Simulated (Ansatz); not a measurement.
A run of Ansatz 0.2.0:

The input input.yaml:

```yaml
crystal:
  lattice:
    - [0.0, 2.31, 2.31]
    - [2.31, 0.0, 2.31]
    - [2.31, 2.31, 0.0]
  atoms:
    - { symbol: Hf, position: [0.5, 0.5, 0.5] }
    - { symbol: B, position: [0.0, 0.0, 0.0] }
hamiltonian:
  xc: r2scan
  pseudopotentials: { kind: paw }
kpoints:
  mp_grid: { grid: [10, 10, 10] }
scf:
  occupations: { method: fermi_dirac, width: 0.05 }
output:
  forces: true
  stress: true
  eigenvalues: true
relax:
  f_tol: 0.01
  max_steps: 40
  cell: { stress_tol: 0.05, p_target: 2.0 }
```

Potentials or basis: Ansatz PAW.

The run is started by

```console
$ ansatz run input.yaml --threads 2 --pin off --max-ram 5632MiB --backend cpu --events-out ev --progress --plain --runs-dir out
```

Hardware: 2 threads of Arm Neoverse V2, on a shared host.

Question: Estimate the wall time of this run.

Answer: It took 8.3 s on 2 threads of Arm Neoverse V2, with other jobs on the host, peak memory 0.39 GiB. Counts: scf iterations 34, plane waves 725, k points 47, bands 19, ion steps 5.
